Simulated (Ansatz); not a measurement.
# BGeNH (doublet): wave-function methods side by side, cc-pVDZ

How much of the correlation energy of BGeNH (doublet) does each wave-function method recover here?

Program: Ansatz 0.2.0, Gaussian basis. Level of theory: cc-pVDZ, core rule «outside noble gas», up to 16 orbitals frozen. These are calculated values, not measurements.

Plan: UHF; CCSD(T) on ROHF; CCSD(T) on UHF; BCCD(T) on ROHF; CISD as a restricted active space (open shells left free, so some higher excitations enter); CCSDT(Q) on ROHF; CCSDT(Q) on UHF; CASSCF and MRCISD+Q, 9 electrons in 9 orbitals; CASSCF and NEVPT2, 9 electrons in 9 orbitals.

19 further runs of the same task are left out: 9 that didn't finish, 10 set aside as unsound or not needed. Runs told in other sessions of the task aren't counted.

### 1 The geometry

The geometry is a PBE0/def2-TZVP stationary point (not a proven minimum). No spin-orbit coupling is included. The filled d shell of Ge may be among the frozen orbitals whatever the setting's name suggests.

4 atoms, charge 0, spin multiplicity 2.

Atoms are counted from 1 here; the program's logs count them from 0.

Bond lengths: B1–N3 1.257 Å, Ge2–N3 1.831 Å, Ge2–H4 1.604 Å. Angles: N3–Ge2–H4 94.6°, B1–N3–Ge2 170.7°.

### 2 UHF

in.yaml

```yaml
crystal:
  periodic: [false, false, false]
  atoms:
    - {symbol: B, position_ang: [0.000000, -0.017155, -2.482526]}
    - {symbol: Ge, position_ang: [0.000000, -0.037363, 0.595113]}
    - {symbol: N, position_ang: [0.000000, 0.095641, -1.230569]}
    - {symbol: H, position_ang: [0.000000, 1.547619, 0.839131]}
basis:
  gaussian: {orbitals: cc-pVDZ}
magnetization: {spin_polarized: true, initial_magnetization: 1}
hamiltonian: {xc: hf}
output: {orbitals: {seedname: orbitals}}
```

Run with:

```sh
ansatz run in.yaml --threads 1 --pin off --events-out ev --progress --plain --max-ram 2393MiB
```

Further steps of the session: CCSD(T) on ROHF; CCSD(T) on UHF; BCCD(T) on ROHF; CISD as a restricted active space (open shells left free, so some higher excitations enter); CCSDT(Q) on ROHF; CCSDT(Q) on UHF; CASSCF and MRCISD+Q, 9 electrons in 9 orbitals; CASSCF and NEVPT2, 9 electrons in 9 orbitals.

Q: Predict the results of all the runs planned. Wanted: UCCSDT(Q) from the RHF energy; RMP2 from UCCSDT(Q); UMP2 from UCCSDT(Q); RCCSD from UCCSDT(Q); RCCSD(T) from UCCSDT(Q); UCCSD(T) from UCCSDT(Q); RCCSDT(Q) from UCCSDT(Q); MRCISD+Q frontier from UCCSDT(Q); T1 diagnostic.

**Answer**, as computed:

| quantity | value |
| --- | --- |
| UCCSDT(Q) from the ROHF energy | -9.0349 eV |
| RMP2 from UCCSDT(Q) | +1081.4 meV |
| UMP2 from UCCSDT(Q) | +1125.3 meV |
| RCCSD from UCCSDT(Q) | +429.1 meV |
| RCCSD(T) from UCCSDT(Q) | +64.2 meV |
| UCCSD(T) from UCCSDT(Q) | +71.2 meV |
| RCCSDT(Q) from UCCSDT(Q) | +4.9 meV |
| MRCISD+Q frontier from UCCSDT(Q) | +86.2 meV |
| levels within 1 kcal/mol (43 meV) | RCCSDT, UCCSDT, RCCSDT(Q) |
| T1 diagnostic | 0.027 |

RCCSD(T) lands +64.2 meV from the yardstick (0.7 % of the correlation energy). These misses are within one basis, not against nature; the frozen cores of restricted and unrestricted runs differ, which can shift their rows.
